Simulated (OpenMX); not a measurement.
Here is an OpenMX 3.8.5 calculation.

The input NbSi.dat:

```
System.CurrrentDirectory             ./
System.Name                          NbSi
DATA.PATH                            ./DFT_DATA13
level.of.stdout                      1
level.of.fileout                     0
Species.Number                       2
<Definition.of.Atomic.Species
  Nb  Nb7.0-s3p2d2           Nb_PBE13
  Si  Si7.0-s2p2d1           Si_PBE13
Definition.of.Atomic.Species>

Atoms.Number                         2
Atoms.SpeciesAndCoordinates.Unit     FRAC
<Atoms.SpeciesAndCoordinates
    1  Nb    0.0000000000    0.0000000000    0.0000000000   6.500  6.500
    2  Si    0.5000000000    0.5000000000    0.5000000000   2.000  2.000
Atoms.SpeciesAndCoordinates>

Atoms.UnitVectors.Unit               Ang
<Atoms.UnitVectors
     3.1564400000    0.0000000000    0.0000000000
     0.0000000000    3.1564400000    0.0000000000
     0.0000000000    0.0000000000    3.1564400000
Atoms.UnitVectors>

scf.XcType                           GGA-PBE
scf.SpinPolarization                 off
scf.ElectronicTemperature            580.226
scf.energycutoff                     400.0
scf.maxIter                          100
scf.EigenvalueSolver                 band
scf.Kgrid                            7 7 7
scf.Mixing.Type                      rmm-diisk
scf.Init.Mixing.Weight               0.05
scf.Min.Mixing.Weight                0.001
scf.Max.Mixing.Weight                0.3
scf.Mixing.History                   25
scf.Mixing.StartPulay                8
scf.criterion                        1.0e-8
scf.stress.tensor                    on
MD.Type                              nomd
Band.dispersion                      on
Band.Nkpath                          6
<Band.kpath
   16   0.000000  0.000000  0.000000    0.000000  0.500000  0.000000  G X
   16   0.000000  0.500000  0.000000    0.500000  0.500000  0.000000  X M
   22   0.500000  0.500000  0.000000    0.000000  0.000000  0.000000  M G
   27   0.000000  0.000000  0.000000    0.500000  0.500000  0.500000  G R
   22   0.500000  0.500000  0.500000    0.000000  0.500000  0.000000  R X
   16   0.500000  0.500000  0.000000    0.500000  0.500000  0.500000  M R
Band.kpath>
```

Potentials or basis: OpenMX 2013 PBE set, Nb7.0-s3p2d2, Si7.0-s2p2d1, grid cutoff 400 Ry.

Launch:

```console
$ openmx NbSi.dat -nt 1 > NbSi.std
```

Question: Predict the pressure.

Answer: 3.1 GPa.

Question: What does it give for the Mulliken charges?

Answer: Nb -0.55; Si +0.55 e.

Question: Estimate the band gap along the path.

Answer: None (metal or under the smearing width).

Levels at the corners of the path, in eV from the Fermi level:
| point | band 4 | band 5 | band 6 | band 7 | band 8 | band 9 | band 10 | band 11 | band 12 | band 13 |
| --- | --- | --- | --- | --- | --- | --- | --- | --- | --- | --- |
| Γ | -30.59 | -11.13 | -2.77 | -2.77 | 2.15 | 2.15 | 2.15 | 2.63 | 2.63 | 2.63 |
| X | -30.56 | -8.02 | -6.38 | -1.57 | -1.14 | -1.14 | 2.68 | 4.13 | 6.99 | 8.74 |
| M | -30.51 | -8.07 | -2.91 | -2.91 | -2.29 | 0.21 | 0.21 | 4.09 | 4.59 | 5.17 |
| Γ | -30.59 | -11.13 | -2.77 | -2.77 | 2.15 | 2.15 | 2.15 | 2.63 | 2.63 | 2.63 |
| R | -30.92 | -5.19 | -5.19 | -5.19 | -3.76 | 3.83 | 3.83 | 3.83 | 4.22 | 4.22 |
| X|M | -30.56 | -8.02 | -6.38 | -1.57 | -1.14 | -1.14 | 2.68 | 4.13 | 6.99 | 8.74 |
| R | -30.92 | -5.19 | -5.19 | -5.19 | -3.76 | 3.83 | 3.83 | 3.83 | 4.22 | 4.22 |

Caveat: the basis of atomic orbitals isn't converged, which shifts pressures, moduli and gaps.
